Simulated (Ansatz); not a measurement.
Set up this calculation in Ansatz 0.2.0, as the native input.

| Item | Value |
| --- | --- |
| Task | band structure |
| Functional | PBE |
| Potentials or basis | PseudoDojo stringent (PBE files) |
| Cutoff | 1442 eV |
| Density cutoff | 5769 eV |
| k mesh | 9 × 9 × 9 |
| Occupations | fermi-dirac, width 0.05 eV |
| Spin | no spin polarisation |
| Path | [["G", "X", "M", "G", "R", "X"], ["M", "R"]] |
| Points for each segment of the path | 14 |

Crystal: LiBe.

```
CELL_PARAMETERS angstrom
2.81115 0.00000 0.00000
0.00000 2.81115 0.00000
0.00000 0.00000 2.81115
ATOMIC_POSITIONS crystal
Be 0.50000 0.50000 0.50000
Li 0.00000 0.00000 0.00000
```

The cell comes from a database or a generator and needn't be the stable form of this composition.

The input as run:

input.yaml

```yaml
crystal:
  lattice:
    - [2.811153, 0.0, 0.0]
    - [0.0, 2.811153, 0.0]
    - [0.0, 0.0, 2.811153]
  atoms:
    - { symbol: Be, position: [0.5, 0.5, 0.5] }
    - { symbol: Li, position: [0.0, 0.0, 0.0] }
hamiltonian:
  xc: pbe
  pseudopotentials: { kind: nc, accuracy: stringent }
kpoints:
  mp_grid: { grid: [9, 9, 9] }
  band_path:
    path:
      - [[0.0, 0.0, 0.0], [0.0, 0.5, 0.0], [0.5, 0.5, 0.0], [0.0, 0.0, 0.0], [0.5, 0.5, 0.5], [0.0, 0.5, 0.0]]
      - [[0.5, 0.5, 0.0], [0.5, 0.5, 0.5]]
    npoints: 14
scf:
  occupations: { method: fermi_dirac, width: 0.05 }
  n_extra_bands: 6
output:
  forces: true
  stress: true
  eigenvalues: true
  fatbands: false
  write_density: true
  write_potential: true
  elf: true
  volumetric_format: npy
```

Potentials or basis: PseudoDojo stringent (PBE files).

Command:

```sh
$ ansatz run input.yaml --threads 2 --pin off --max-ram 5632MiB --backend cpu --events-out ev --progress --plain --runs-dir out
```

It gave:

```
Pressure               : 0.5 GPa
Band gap on the k mesh : none (metal or under the smearing width)
```

Wall time 3.7 s on 2 threads of Arm Neoverse N1 (shared host), peak memory 0.3 GiB.
